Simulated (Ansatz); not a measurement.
**Al4Sb5 zinc blende ring disc (Al4Sb5H16+): geometry, orbitals and charge**

What does Al4Sb5 zinc blende ring disc (Al4Sb5H16+) look like as a singlet, and where do its frontier electrons sit?

The runs use Ansatz 0.2.0, Gaussian basis; RKS PBE0-D4/def2-SVP.

Levels to be run: relaxation at PBE-D4/def2-SVP; a single point at PBE0-D4/def2-SVP.

6 further runs of the same task are left out: 4 that didn't finish, 2 set aside as unsound or not needed. Runs told in other sessions of the task aren't counted.

### 1 Starting geometry

25 atoms, charge 1, spin multiplicity 1.

Atoms are counted from 1 here; the program's logs count them from 0.

Bond lengths: Al1–Sb5 2.667 Å, Al1–Sb6 2.673 Å, Al1–Sb7 2.637 Å, Al1–H10 1.551 Å, Al2–Sb6 2.644 Å, Al2–Sb8 2.676 Å, Al2–H11 1.501 Å, Al2–H12 1.570 Å, Al3–Sb5 2.660 Å, Al3–Sb9 2.614 Å, Al3–H13 1.522 Å, Al3–H14 1.570 Å, Al4–Sb7 2.666 Å, Al4–Sb8 2.639 Å, Al4–Sb9 2.675 Å, Al4–H15 1.523 Å, Sb5–H16 1.711 Å, Sb5–H17 1.725 Å and more. Angles: Sb5–Al1–Sb6 109.2°, Sb5–Al1–Sb7 110.1°, Sb5–Al1–H10 108.9°, Sb6–Al1–Sb7 109.7°, Sb6–Al1–H10 109.3°, Sb7–Al1–H10 109.6°, Sb6–Al2–Sb8 109.6°, Sb6–Al2–H11 111.3°, Sb6–Al2–H12 109.5°, Sb8–Al2–H11 109.9°, Sb8–Al2–H12 107.8°, H11–Al2–H12 108.7°, Sb5–Al3–Sb9 109.3°, Sb5–Al3–H13 108.9°, Sb5–Al3–H14 108.8°, Sb9–Al3–H13 110.8°, Sb9–Al3–H14 110.0°, H13–Al3–H14 108.9° and more.

Sb takes a core potential in the def2 sets. No spin-orbit coupling is included. The ion is computed in the gas phase, without counter-ions or solvent.

The start is a built from a lattice or polyhedron geometry.

### 2 Optimising with PBE-D4/def2-SVP

The input, in.yaml:

```yaml
crystal:
  periodic: [false, false, false]
  atoms:
    - {symbol: Al, position_ang: [-1.529800, -1.522700, 1.286000]}
    - {symbol: Al, position_ang: [1.515500, -1.521400, -1.782200]}
    - {symbol: Al, position_ang: [-1.543100, 1.543700, -1.783400]}
    - {symbol: Al, position_ang: [1.539400, 1.535400, 1.289300]}
    - {symbol: Sb, position_ang: [-3.081000, -0.002400, -0.261100]}
    - {symbol: Sb, position_ang: [0.009000, -3.069400, -0.258300]}
    - {symbol: Sb, position_ang: [-0.011700, -0.003900, 2.816200]}
    - {symbol: Sb, position_ang: [3.065900, 0.019400, -0.238800]}
    - {symbol: Sb, position_ang: [-0.040700, 3.041700, -0.256500]}
    - {symbol: H, position_ang: [-2.430500, -2.420900, 2.173500]}
    - {symbol: H, position_ang: [0.677600, -0.662600, -2.683700]}
    - {symbol: H, position_ang: [2.454800, -2.414400, -2.668100]}
    - {symbol: H, position_ang: [-2.431800, 2.399400, -2.675500]}
    - {symbol: H, position_ang: [-0.644200, 0.627500, -2.688300]}
    - {symbol: H, position_ang: [2.423000, 2.409900, 2.168700]}
    - {symbol: H, position_ang: [-4.061600, -0.992500, -1.254600]}
    - {symbol: H, position_ang: [-4.054100, 1.006400, 0.743900]}
    - {symbol: H, position_ang: [-1.005300, -4.052100, -1.254500]}
    - {symbol: H, position_ang: [1.006200, -4.079100, 0.752800]}
    - {symbol: H, position_ang: [0.992700, -1.011800, 3.804400]}
    - {symbol: H, position_ang: [-0.992200, 0.997100, 3.794400]}
    - {symbol: H, position_ang: [4.046400, -0.990000, 0.732100]}
    - {symbol: H, position_ang: [4.066600, 1.004400, -1.271700]}
    - {symbol: H, position_ang: [-0.989200, 4.081400, 0.734700]}
    - {symbol: H, position_ang: [0.980900, 4.074300, -1.243200]}
basis:
  gaussian: {orbitals: def2-SVP}
total_charge: 1
hamiltonian: {xc: pbe, dispersion: d4}
scf: {lower_state_search: "off"}
output: {orbitals: {seedname: orbitals}}
relax: {f_tol: 0.03, max_steps: 70}
```

On the command line:

```console
$ ansatz run in.yaml --threads 4 --pin off --events-out ev --progress --plain --max-ram 6963MiB
```

Further steps of the session: Single point, PBE0-D4/def2-SVP.

Q: Predict the results of all the runs planned. Wanted: point group; commonest bond, hydrogen aside; HOMO, LUMO at PBE0-D4/def2-SVP.

As calculated:

| quantity | value |
| --- | --- |
| point group | C2v |
| commonest bond, hydrogen aside | Al–Sb, 10 of mean length 2.725 Å |
| HOMO, LUMO at PBE0-D4/def2-SVP | -10.72, -5.07 eV |

The molecule keeps its bonding pattern by the stored test; the atoms moved 0.34 Å (rms), and the angle H11–Al2–H12 went from 109° to 131°. No usable vibrations, so a minimum isn't proven. The HOMO lies nearest to 4 Sb atoms about 9 % each; H12, H13 about 8 % each and the LUMO to Sb7 19 %; H20, H21 about 10 % each. Whether this spin is the lowest isn't tested here.
